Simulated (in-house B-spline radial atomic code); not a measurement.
# K⁹⁺: ionisation energy by several methods

An exercise on one series of results from a longer session: the logs are not shown, and one member is left open.

Method: scalar-relativistic (X2C), several functionals, spin-polarised; spherical all-electron atom at the radial basis limit. Code: in-house B-spline radial atomic code version 1.

**Starting point**

```
element       : potassium (Z = 19)
charge        : +9
electrons     : 10
configuration : [He] 2s2 2p6
nucleus       : Fermi, rms radius 3.435 fm
```

Outer shells as boxes (Hund's rule):

[He] 2s2 2p6
```
[He] core
2s [↑↓]
2p [↑↓][↑↓][↑↓]
```

Where spins are not typed, each open shell is filled with up spins first.

Set-up of the first run:

Input settings:

```ini
Z = 19
electrons = 10.0
configuration = [He] 2s2 2p6
hamiltonian = x2c
method = r2scan
spin_polarised = True
nucleus = fermi
rms_radius = 3.4349
mass_number = 39
atomic_mass = 38.96370648482
speed_of_light = 137.035999084
```

Steps of the session up to this table: r2SCAN, a meta-GGA; Hartree-Fock; BLYP, a GGA; LDA (VWN5); TPSS, a meta-GGA; AM05, a GGA; exchange-only LDA; PBE, a GGA.

One of the session's tables, all rows but one given; the rest of the session is left out.

| method | ΔSCF (eV) |
| --- | --- |
| LDA (VWN5) | 504.22 |
| exchange-only LDA | 501.49 |
| BLYP | ? |
| AM05 | 503.89 |
| PBE | 504.49 |
| r2SCAN | 507.21 |
| TPSS | 505.16 |
| Hartree-Fock | 503.08 |

**Question.** Estimate the row for BLYP.

**Answer.** ΔSCF (eV): 504.63. In the column «ΔSCF (eV)» it lies between PBE (504.49) and TPSS (505.16).

Members of this set that are not shown: 1 did not converge; 12 used exact exchange with fractional occupations of an open shell, which is unsound here.

Caveats from the session: Meta-GGA runs start from a PBE run whose iterations are not counted.
